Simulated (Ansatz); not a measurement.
# CH6BFSi2, SMILES F[SiH]1CB1[SiH3]: a ladder of methods at one geometry

Computed with Ansatz 0.2.0, Python API.

Notebook, run cell by cell (the value of a cell's last expression is shown):

```python
from pathlib import Path

import ansatz as az
from ase import Atoms
import numpy as np
```

```python
atoms = Atoms(['F', 'Si', 'C', 'B', 'Si', 'H', 'H', 'H', 'H', 'H', 'H'], positions=[
    (-2.5612, 0.5194, -1.0826),
    (-1.019, 1.0984, -1.2073),
    (0.1804, -0.1406, -1.5551),
    (0.182, -0.0635, 0.0255),
    (0.6311, -0.6836, 1.7784),
    (-0.6871, 2.5042, -0.8475),
    (1.2044, 0.2452, -1.9272),
    (-0.1417, -1.0715, -1.9721),
    (0.3503, -2.0966, 1.9668),
    (2.0695, -0.4369, 2.0117),
    (-0.1434, 0.0686, 2.8301),
])
geometry = az.Crystal.molecule_from_ase(atoms)
```

```python
base = geometry.calculation().basis(gaussian='def2-SVP').accuracy('high')
```

```python
print('functional    E (Ha)        dipole (D)   HOMO (eV)  LUMO (eV)')
for name in ['r2scan', 'blyp', 'pbe0', 'r2scan0', 'hf']:
    rep = base.functional(name).forces().orbitals().run(runs_dir='runs').report
    lines = Path(rep['orbitals_path']).read_text().splitlines()
    field_of = lambda key: [line.split('=')[1].strip() for line in lines if line.startswith(key)]
    orbitals = [(27.211386 * float(e), s, float(n)) for e, s, n in zip(field_of('Ene='), field_of('Spin='), field_of('Occup='))]
    homo = max(e for e, _, n in orbitals if n > 0.5)
    lumo = min(e for e, _, n in orbitals if n < 0.5)
    dipole = 4.803205 * np.linalg.norm(rep['charge_distribution']['dipole_moment_e_ang'])
    print(f'{name:10s} {rep["free_energy_ev"] / 27.211386246:14.6f} {dipole:9.3f} {homo:11.3f} {lumo:10.3f}')
```

    functional    E (Ha)        dipole (D)   HOMO (eV)  LUMO (eV)
    r2scan        -744.878529     2.324      -4.732     -3.118
    blyp          -744.950490     2.204      -4.321     -3.067
    pbe0          -744.590408     2.411      -5.534     -2.398
    r2scan0       -744.851978     2.471      -5.662     -2.284
    hf            -742.961282     2.881      -7.690      1.386

The settings weren't tested for convergence. The geometry is a force-field or estimated start, not a minimum of this method, and the basis set is short of its limit. A lower total doesn't mark the better method: functionals have no common bound, and MP2 and coupled cluster aren't variational. Levels such as HOMO and LUMO are orbital energies: with these approximate functionals they aren't the ionisation energy and electron affinity, and their gap isn't the fundamental gap. Run time: 62 s on 1 thread of Intel(R) Xeon(R) Platinum 8488C (Sapphire Rapids), on a shared host, peak memory 0.58 GiB.

(Lines on the test bed's own set-up are left out of the output.)
